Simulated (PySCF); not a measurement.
**C3H8GeO: NMR shifts at several levels of theory**

Aim: compute the NMR shifts of C3H8GeO (`C[C@H]([GeH3])C=O`) at several levels, and see how far they spread and what each costs.

The runs use PySCF 2.14.0, with density-fitted response routines of our own; the level of theory stands in each step. All values are computed, except where a source is named. Atoms are numbered from 0 throughout.

## 1. The molecule as given

13 atoms, charge 0, multiplicity 1; geometry from: PBE0-D3(BJ)/def2-SVP.

Bonds of the start (Å): C0–C1 1.53, C1–Ge2 1.98, C1–C3 1.50, C3–O4 1.20, C0–H5 1.10, C0–H6 1.10, C0–H7 1.10, C1–H8 1.11, Ge2–H9 1.54, Ge2–H10 1.54, Ge2–H11 1.54, C3–H12 1.12.

## 2. Shielding tensors: PBE0/6-31G*

Job settings and geometry (Å):

```
{"job": {"kind": "nmr", "xc": "PBE0", "basis": "6-31G*", "pop": true}, "charge": 0, "multiplicity": 1}
C     -0.936064    -1.193035    -0.087405
C     -0.274616     0.158404    -0.347182
Ge     1.681297     0.178287    -0.044482
C     -0.924596     1.267978     0.431613
O     -0.340629     2.186949     0.943400
H     -2.028381    -1.142213    -0.232554
H     -0.547815    -1.963464    -0.768619
H     -0.756062    -1.539744     0.942570
H     -0.423620     0.428364    -1.411274
H      2.264031    -1.070605    -0.739482
H      2.324326     1.434103    -0.649267
H      1.970932     0.091103     1.462421
H     -2.043026     1.194378     0.513059
```

Method: GIAO PBE0/6-31G* NMR shielding, non-relativistic, gas phase.

On the command line:

```
> OMP_NUM_THREADS=1 python probes_run.py task.json out
```

The driver reads the jobs from task.json and runs them one after another.

What it wrote:

```text
coarse grid: 47912 points
cycle   1  E = -2270.4291289444  dE = -1.700e-01  |g| = 8.115e-01  |ddm| = 3.217e+00
cycle   2  E = -2270.0601429644  dE =  3.690e-01  |g| = 1.582e+00  |ddm| = 2.167e+00
cycle   3  E = -2270.5486488318  dE = -4.885e-01  |g| = 2.005e-01  |ddm| = 1.661e+00
cycle   4  E = -2270.5559157851  dE = -7.267e-03  |g| = 5.686e-02  |ddm| = 2.020e-01
cycle   5  E = -2270.5565490205  dE = -6.332e-04  |g| = 1.046e-02  |ddm| = 5.582e-02
cycle   6  E = -2270.5565717232  dE = -2.270e-05  |g| = 3.647e-03  |ddm| = 9.821e-03
cycle   7  E = -2270.5565745265  dE = -2.803e-06  |g| = 8.009e-04  |ddm| = 4.000e-03
final grid: 100848 points
cycle   8  E = -2270.5565867404  dE =  2.517e-07  |g| = 1.471e-03  |ddm| = 2.515e-03
cycle   9  E = -2270.5565854832  dE =  1.257e-06  |g| = 2.958e-03  |ddm| = 3.427e-03
cycle  10  E = -2270.5565871491  dE = -1.666e-06  |g| = 1.649e-04  |ddm| = 2.311e-03
cycle  11  E = -2270.5565871549  dE = -5.828e-09  |g| = 1.365e-05  |ddm| = 1.536e-04
cycle  12  E = -2270.5565871550  dE = -4.320e-11  |g| = 5.499e-06  |ddm| = 1.987e-05
converged SCF energy = -2270.5565871550

GIAO shielding tensors (ppm)
atom      isotropic    diamagn.    paramagn.     s11        s22        s33       span
  0 C      180.934     247.918     -66.984    171.107    177.193    194.502     23.395
  1 C      159.055     246.173     -87.118    142.568    147.995    186.602     44.034
  2 Ge    1704.261    2759.711   -1055.450   1662.188   1671.567   1779.028    116.839
  3 C        1.887     249.718    -247.831    -80.399    -11.873     97.933    178.332
  4 O     -287.105     396.065    -683.170   -826.437   -378.206    343.326   1169.763
  5 H       30.336      29.776       0.560     25.972     27.716     37.319     11.347
  6 H       30.687      29.970       0.717     26.017     29.716     36.329     10.311
  7 H       30.968      30.361       0.607     25.954     30.158     36.794     10.840
  8 H       30.148      30.098       0.050     25.316     30.101     35.027      9.712
  9 H       28.142      29.433      -1.291     21.770     23.947     38.709     16.939
 10 H       27.602      29.059      -1.456     21.447     22.389     38.970     17.523
 11 H       27.927      29.570      -1.644     22.169     22.979     38.631     16.462
 12 H       22.165      27.317      -5.152     19.501     20.665     26.327      6.826
```

It took 16 s on 1 thread of Arm Neoverse N1, shared host; peak memory 0.58 GiB.

Shifts follow as δ = σ(reference) − σ, with reference shieldings (ppm) from runs at the same level and on the same kind of geometry: ¹H TMS 31.96, ¹³C TMS 194.1, ¹⁷O H2O 324.2, ⁷³Ge GeMe4 1541. The references are single molecules in the gas phase, so shifts against H2O, NH3, PH3, H3PO4 or CFCl3 are not on the usual liquid scales and can be off by tens of ppm. Atoms listed in one row are averaged.

```
       atoms                                          environment  σ (ppm)  δ (ppm)
          C3                             aldehyde carbonyl carbon      1.9    192.3
          C1                 sp3 CH bonded to Ge, α to a carbonyl    159.1     35.1
          C0                                        methyl carbon    180.9     13.2
         H12              hydrogen on an aldehyde carbonyl carbon    22.16     9.80
H9, H10, H11                  hydrogen on a germanium bonded to C    27.89     4.07
          H8  hydrogen on an sp3 CH bonded to Ge, α to a carbonyl    30.15     1.81
  H5, H6, H7                          hydrogen on a methyl carbon    30.66     1.30
         Ge2                           germanium bonded to C, 3 H     1704     -163
          O4                                      aldehyde oxygen   -287.1    611.3
```

Charges from the same density, by scheme (e):

```csv
atoms,Mulliken,IAO,Hirshfeld,ESP fit
C0,-0.55,-0.41,-0.10,-0.49
C1,-0.33,-0.38,-0.09,0.16
Ge2,-0.03,0.42,0.24,0.00
C3,0.24,0.27,0.14,0.31
O4,-0.36,-0.38,-0.21,-0.40
```

Mayer bond orders: C0–C1 0.98, C1–Ge2 0.92, C1–C3 0.95, C3–O4 1.95.

## 3. NMR shieldings: PBE0/def2-SVP

The job, as its differences from that of step 2:

```diff
@@ -1,2 +1,2 @@
-{"job": {"kind": "nmr", "xc": "PBE0", "basis": "6-31G*", "pop": true}, "charge": 0, "multiplicity": 1}
+{"job": {"kind": "nmr", "xc": "PBE0", "basis": "def2-SVP", "pop": true}, "charge": 0, "multiplicity": 1}
 C     -0.936064    -1.193035    -0.087405
```

Level: GIAO PBE0/def2-SVP NMR shielding, non-relativistic, gas phase.

What it wrote:

```text
coarse grid: 47912 points
cycle   1  E = -2270.3212637843  dE = -2.096e-01  |g| = 8.052e-01  |ddm| = 3.542e+00
cycle   2  E = -2269.9431958244  dE =  3.781e-01  |g| = 1.590e+00  |ddm| = 3.019e+00
cycle   3  E = -2270.4396424275  dE = -4.964e-01  |g| = 1.934e-01  |ddm| = 2.367e+00
cycle   4  E = -2270.4462795818  dE = -6.637e-03  |g| = 5.799e-02  |ddm| = 2.097e-01
cycle   5  E = -2270.4469400524  dE = -6.605e-04  |g| = 1.056e-02  |ddm| = 6.095e-02
cycle   6  E = -2270.4469626278  dE = -2.258e-05  |g| = 3.869e-03  |ddm| = 1.167e-02
cycle   7  E = -2270.4469658192  dE = -3.191e-06  |g| = 7.723e-04  |ddm| = 4.772e-03
final grid: 100848 points
cycle   8  E = -2270.4469540110  dE =  2.389e-07  |g| = 1.426e-03  |ddm| = 3.405e-03
cycle   9  E = -2270.4469527804  dE =  1.231e-06  |g| = 2.908e-03  |ddm| = 4.301e-03
cycle  10  E = -2270.4469543996  dE = -1.619e-06  |g| = 1.384e-04  |ddm| = 2.900e-03
cycle  11  E = -2270.4469544037  dE = -4.170e-09  |g| = 1.337e-05  |ddm| = 1.464e-04
cycle  12  E = -2270.4469544038  dE = -3.774e-11  |g| = 5.630e-06  |ddm| = 2.447e-05
converged SCF energy = -2270.4469544038

GIAO shielding tensors (ppm)
atom      isotropic    diamagn.    paramagn.     s11        s22        s33       span
  0 C      181.152     244.851     -63.699    171.349    177.958    194.148     22.800
  1 C      159.385     252.465     -93.080    140.834    148.416    188.905     48.071
  2 Ge    1684.337    2755.040   -1070.703   1641.994   1654.220   1756.797    114.803
  3 C       -4.634     251.663    -256.296    -89.039    -22.523     97.662    186.701
  4 O     -308.806     395.440    -704.246   -885.328   -393.172    352.080   1237.408
  5 H       29.739      29.667       0.072     25.389     26.870     36.958     11.570
  6 H       30.151      30.054       0.098     25.487     28.950     36.017     10.530
  7 H       30.498      30.775      -0.277     25.479     29.529     36.485     11.006
  8 H       29.575      31.671      -2.096     24.790     29.339     34.595      9.805
  9 H       27.738      29.307      -1.570     21.515     23.492     38.206     16.691
 10 H       27.148      28.880      -1.732     21.100     21.974     38.369     17.269
 11 H       27.509      29.324      -1.816     21.863     22.633     38.031     16.167
 12 H       21.849      28.813      -6.964     19.364     20.300     25.883      6.519
```

It took 19 s on 1 thread of Arm Neoverse N1, shared host; peak memory 0.72 GiB.

In short: δ C3 198.4, C1 34.3, C0 12.6, Ge2 -226, H12 9.49, H9 3.88 ppm (means over like atoms).

## 4. Nuclear shieldings: PBE0/def2-TZVP

The job, as its differences from that of step 3:

```diff
@@ -1,2 +1,2 @@
-{"job": {"kind": "nmr", "xc": "PBE0", "basis": "def2-SVP", "pop": true}, "charge": 0, "multiplicity": 1}
+{"job": {"kind": "nmr", "xc": "PBE0", "basis": "def2-TZVP", "pop": true}, "charge": 0, "multiplicity": 1}
 C     -0.936064    -1.193035    -0.087405
```

Method: GIAO PBE0/def2-TZVP NMR shielding, non-relativistic, gas phase.

What it wrote:

```text
coarse grid: 47912 points
cycle   1  E = -2270.7806737872  dE = -1.672e-01  |g| = 9.740e-01  |ddm| = 2.637e+00
cycle   2  E = -2270.3802909874  dE =  4.004e-01  |g| = 1.754e+00  |ddm| = 3.767e+00
cycle   3  E = -2270.9054879186  dE = -5.252e-01  |g| = 3.157e-01  |ddm| = 3.291e+00
cycle   4  E = -2270.9215030326  dE = -1.602e-02  |g| = 5.563e-02  |ddm| = 2.266e-01
cycle   5  E = -2270.9219702613  dE = -4.672e-04  |g| = 1.313e-02  |ddm| = 5.007e-02
cycle   6  E = -2270.9220038816  dE = -3.362e-05  |g| = 5.085e-03  |ddm| = 1.318e-02
cycle   7  E = -2270.9220095007  dE = -5.619e-06  |g| = 9.781e-04  |ddm| = 4.635e-03
final grid: 100848 points
cycle   8  E = -2270.9220049608  dE =  3.087e-07  |g| = 1.787e-03  |ddm| = 5.330e-03
cycle   9  E = -2270.9220032039  dE =  1.757e-06  |g| = 3.630e-03  |ddm| = 4.773e-03
cycle  10  E = -2270.9220055116  dE = -2.308e-06  |g| = 2.351e-04  |ddm| = 3.187e-03
cycle  11  E = -2270.9220055216  dE = -9.966e-09  |g| = 1.950e-05  |ddm| = 1.725e-04
cycle  12  E = -2270.9220055217  dE = -8.231e-11  |g| = 7.251e-06  |ddm| = 3.929e-05
converged SCF energy = -2270.9220055217

GIAO shielding tensors (ppm)
atom      isotropic    diamagn.    paramagn.     s11        s22        s33       span
  0 C      173.657     245.330     -71.673    163.885    169.131    187.954     24.069
  1 C      148.138     247.946     -99.808    127.870    137.534    179.011     51.141
  2 Ge    1580.937    2759.644   -1178.706   1533.701   1536.709   1672.402    138.701
  3 C      -23.172     246.586    -269.758   -113.725    -38.205     82.413    196.138
  4 O     -340.598     396.742    -737.340   -918.185   -433.017    329.409   1247.594
  5 H       29.634      29.721      -0.087     25.420     26.763     36.718     11.298
  6 H       30.114      29.852       0.262     25.597     28.982     35.764     10.167
  7 H       30.580      30.332       0.248     25.764     29.650     36.325     10.561
  8 H       29.430      30.999      -1.569     24.823     29.393     34.072      9.249
  9 H       27.714      29.038      -1.324     21.559     23.425     38.159     16.601
 10 H       27.085      28.735      -1.650     21.179     21.936     38.140     16.961
 11 H       27.508      29.054      -1.545     22.019     22.593     37.913     15.894
 12 H       21.363      28.312      -6.949     18.720     20.040     25.328      6.609
```

Wall time 44 s (1 thread of Arm Neoverse N1, shared host); peak memory 0.97 GiB.

This run: δ C3 209.8, C1 38.5, C0 13.0, Ge2 -207, H12 10.12, H9 4.04 ppm (means over like atoms).

## 5. Shielding tensors: PBE0/cc-pVDZ

The job, as its differences from that of step 4:

```diff
@@ -1,2 +1,2 @@
-{"job": {"kind": "nmr", "xc": "PBE0", "basis": "def2-TZVP", "pop": true}, "charge": 0, "multiplicity": 1}
+{"job": {"kind": "nmr", "xc": "PBE0", "basis": "cc-pVDZ", "pop": true}, "charge": 0, "multiplicity": 1}
 C     -0.936064    -1.193035    -0.087405
```

With the program's defaults for keys left out, this is: GIAO PBE0/cc-pVDZ NMR shielding, non-relativistic, gas phase.

What it wrote:

```text
coarse grid: 47912 points
cycle   1  E = -2270.7074054971  dE = -1.303e-01  |g| = 7.540e-01  |ddm| = 6.316e+00
cycle   2  E = -2270.3316624194  dE =  3.757e-01  |g| = 1.559e+00  |ddm| = 2.974e+00
cycle   3  E = -2270.8223120033  dE = -4.906e-01  |g| = 1.426e-01  |ddm| = 2.040e+00
cycle   4  E = -2270.8265222398  dE = -4.210e-03  |g| = 6.459e-02  |ddm| = 3.306e-01
cycle   5  E = -2270.8275734067  dE = -1.051e-03  |g| = 1.076e-02  |ddm| = 1.100e-01
cycle   6  E = -2270.8275983147  dE = -2.491e-05  |g| = 3.390e-03  |ddm| = 2.353e-02
cycle   7  E = -2270.8276009052  dE = -2.590e-06  |g| = 8.515e-04  |ddm| = 6.264e-03
final grid: 100848 points
cycle   8  E = -2270.8275979224  dE =  2.670e-07  |g| = 1.505e-03  |ddm| = 3.777e-03
cycle   9  E = -2270.8275965906  dE =  1.332e-06  |g| = 3.031e-03  |ddm| = 5.248e-03
cycle  10  E = -2270.8275983670  dE = -1.776e-06  |g| = 1.892e-04  |ddm| = 3.505e-03
cycle  11  E = -2270.8275983757  dE = -8.692e-09  |g| = 1.578e-05  |ddm| = 3.054e-04
cycle  12  E = -2270.8275983757  dE = -7.230e-11  |g| = 5.189e-06  |ddm| = 3.471e-05
converged SCF energy = -2270.8275983757

GIAO shielding tensors (ppm)
atom      isotropic    diamagn.    paramagn.     s11        s22        s33       span
  0 C      183.053     245.711     -62.658    173.151    179.189    196.818     23.667
  1 C      158.391     248.524     -90.133    140.256    146.729    188.190     47.934
  2 Ge    1736.285    2756.111   -1019.825   1693.207   1702.760   1812.889    119.682
  3 C       -1.829     250.825    -252.654    -87.739    -18.083    100.336    188.075
  4 O     -308.168     398.798    -706.966   -872.017   -390.090    337.604   1209.621
  5 H       29.659      29.616       0.044     25.387     26.834     36.757     11.370
  6 H       30.048      30.029       0.019     25.476     28.975     35.692     10.217
  7 H       30.429      30.780      -0.351     25.545     29.462     36.280     10.735
  8 H       29.424      31.222      -1.798     24.717     29.386     34.170      9.453
  9 H       27.715      29.508      -1.793     21.431     23.458     38.257     16.827
 10 H       27.100      29.106      -2.006     21.056     21.842     38.402     17.347
 11 H       27.476      29.616      -2.140     21.804     22.529     38.096     16.292
 12 H       21.527      28.581      -7.054     18.861     20.092     25.629      6.768
```

Run time: 20 s. Hardware: 1 thread of Arm Neoverse N1, shared host; peak memory 0.7 GiB.

This run: δ C3 198.6, C1 38.4, C0 13.7, Ge2 -193, H12 9.76, H9 3.86 ppm (means over like atoms).

## 6. NMR shieldings: PBE0/cc-pVTZ

The job, as its differences from that of step 5:

```diff
@@ -1,2 +1,2 @@
-{"job": {"kind": "nmr", "xc": "PBE0", "basis": "cc-pVDZ", "pop": true}, "charge": 0, "multiplicity": 1}
+{"job": {"kind": "nmr", "xc": "PBE0", "basis": "cc-pVTZ", "pop": true}, "charge": 0, "multiplicity": 1}
 C     -0.936064    -1.193035    -0.087405
```

With the program's defaults for keys left out, this is: GIAO PBE0/cc-pVTZ NMR shielding, non-relativistic, gas phase.

What it wrote:

```text
coarse grid: 47912 points
cycle   1  E = -2270.8238260067  dE = -1.680e-01  |g| = 8.561e-01  |ddm| = 6.715e+00
cycle   2  E = -2270.4388309517  dE =  3.850e-01  |g| = 1.647e+00  |ddm| = 3.352e+00
cycle   3  E = -2270.9444250229  dE = -5.056e-01  |g| = 2.353e-01  |ddm| = 2.488e+00
cycle   4  E = -2270.9539994549  dE = -9.574e-03  |g| = 6.105e-02  |ddm| = 3.450e-01
cycle   5  E = -2270.9547255029  dE = -7.260e-04  |g| = 1.652e-02  |ddm| = 9.496e-02
cycle   6  E = -2270.9547814361  dE = -5.593e-05  |g| = 4.496e-03  |ddm| = 2.699e-02
cycle   7  E = -2270.9547856530  dE = -4.217e-06  |g| = 9.357e-04  |ddm| = 6.618e-03
final grid: 100848 points
cycle   8  E = -2270.9547774639  dE =  3.058e-07  |g| = 1.752e-03  |ddm| = 5.633e-03
cycle   9  E = -2270.9547756793  dE =  1.785e-06  |g| = 3.612e-03  |ddm| = 6.086e-03
cycle  10  E = -2270.9547780283  dE = -2.349e-06  |g| = 2.077e-04  |ddm| = 4.099e-03
cycle  11  E = -2270.9547780378  dE = -9.441e-09  |g| = 1.828e-05  |ddm| = 2.944e-04
cycle  12  E = -2270.9547780378  dE = -7.640e-11  |g| = 7.292e-06  |ddm| = 3.827e-05
converged SCF energy = -2270.9547780378

GIAO shielding tensors (ppm)
atom      isotropic    diamagn.    paramagn.     s11        s22        s33       span
  0 C      174.431     243.311     -68.880    164.409    170.037    188.847     24.438
  1 C      149.296     244.724     -95.429    129.406    138.748    179.733     50.327
  2 Ge    1618.682    2755.878   -1137.196   1572.252   1574.457   1709.338    137.087
  3 C      -20.722     242.889    -263.611   -110.575    -34.670     83.079    193.654
  4 O     -336.124     401.379    -737.502   -908.141   -428.565    328.335   1236.476
  5 H       29.444      29.808      -0.365     25.151     26.514     36.666     11.515
  6 H       29.891      30.023      -0.133     25.271     28.737     35.664     10.393
  7 H       30.357      30.270       0.087     25.475     29.370     36.227     10.752
  8 H       29.237      30.316      -1.079     24.528     29.181     34.002      9.473
  9 H       27.708      29.247      -1.540     21.547     23.434     38.142     16.596
 10 H       27.069      28.953      -1.884     21.148     21.924     38.136     16.988
 11 H       27.485      29.291      -1.806     21.997     22.575     37.884     15.888
 12 H       21.252      28.094      -6.842     18.683     19.851     25.223      6.540
```

Run time: 65 s. Hardware: 1 thread of Arm Neoverse N1, shared host; peak memory 1.1 GiB.

This run: δ C3 208.0, C1 38.0, C0 12.9, Ge2 -203, H12 10.04, H9 3.87 ppm (means over like atoms).

## 7. NMR shieldings: PBE0/aug-cc-pVDZ

The job, as its differences from that of step 6:

```diff
@@ -1,2 +1,2 @@
-{"job": {"kind": "nmr", "xc": "PBE0", "basis": "cc-pVTZ", "pop": true}, "charge": 0, "multiplicity": 1}
+{"job": {"kind": "nmr", "xc": "PBE0", "basis": "aug-cc-pVDZ", "pop": true}, "charge": 0, "multiplicity": 1}
 C     -0.936064    -1.193035    -0.087405
```

Method: GIAO PBE0/aug-cc-pVDZ NMR shielding, non-relativistic, gas phase.

What it wrote:

```text
coarse grid: 47912 points
cycle   1  E = -2270.7257320666  dE = -1.402e-01  |g| = 7.378e-01  |ddm| = 8.018e+00
cycle   2  E = -2270.3542920002  dE =  3.714e-01  |g| = 1.546e+00  |ddm| = 3.063e+00
cycle   3  E = -2270.8355407681  dE = -4.812e-01  |g| = 1.457e-01  |ddm| = 2.036e+00
cycle   4  E = -2270.8398297803  dE = -4.289e-03  |g| = 6.371e-02  |ddm| = 4.332e-01
cycle   5  E = -2270.8408467488  dE = -1.017e-03  |g| = 1.107e-02  |ddm| = 1.410e-01
cycle   6  E = -2270.8408730174  dE = -2.627e-05  |g| = 3.297e-03  |ddm| = 3.376e-02
cycle   7  E = -2270.8408754930  dE = -2.476e-06  |g| = 8.841e-04  |ddm| = 7.896e-03
final grid: 100848 points
cycle   8  E = -2270.8408724199  dE =  2.287e-07  |g| = 1.526e-03  |ddm| = 1.289e-02
cycle   9  E = -2270.8408710765  dE =  1.343e-06  |g| = 3.055e-03  |ddm| = 5.471e-03
cycle  10  E = -2270.8408728798  dE = -1.803e-06  |g| = 2.304e-04  |ddm| = 3.605e-03
cycle  11  E = -2270.8408728924  dE = -1.260e-08  |g| = 1.737e-05  |ddm| = 4.464e-04
cycle  12  E = -2270.8408728925  dE = -7.367e-11  |g| = 6.045e-06  |ddm| = 6.008e-05
converged SCF energy = -2270.8408728925

GIAO shielding tensors (ppm)
atom      isotropic    diamagn.    paramagn.     s11        s22        s33       span
  0 C      182.828     202.567     -19.739    173.791    178.668    196.025     22.234
  1 C      156.693     237.772     -81.079    137.984    146.328    185.766     47.782
  2 Ge    1719.175    2759.372   -1040.197   1670.824   1678.741   1807.959    137.135
  3 C       -7.630     227.899    -235.529    -94.423    -23.834     95.367    189.790
  4 O     -294.844     397.032    -691.876   -846.243   -372.970    334.681   1180.924
  5 H       29.460      27.977       1.482     25.238     26.616     36.524     11.286
  6 H       29.921      28.424       1.498     25.347     28.758     35.659     10.312
  7 H       30.408      27.068       3.340     25.598     29.392     36.233     10.636
  8 H       29.230      30.681      -1.451     24.583     29.094     34.013      9.430
  9 H       27.628      28.300      -0.672     21.463     23.274     38.147     16.684
 10 H       26.956      27.311      -0.355     20.948     21.791     38.129     17.181
 11 H       27.409      27.960      -0.551     21.852     22.457     37.918     16.066
 12 H       21.154      27.473      -6.319     18.560     19.869     25.033      6.473
```

Run time: 41 s. Hardware: 1 thread of Arm Neoverse N1, shared host; peak memory 0.9 GiB.

This run: δ C3 202.7, C1 38.4, C0 12.3, Ge2 -205, H12 10.24, H9 4.06 ppm (means over like atoms).

(Part 1 of 2 ends here.)
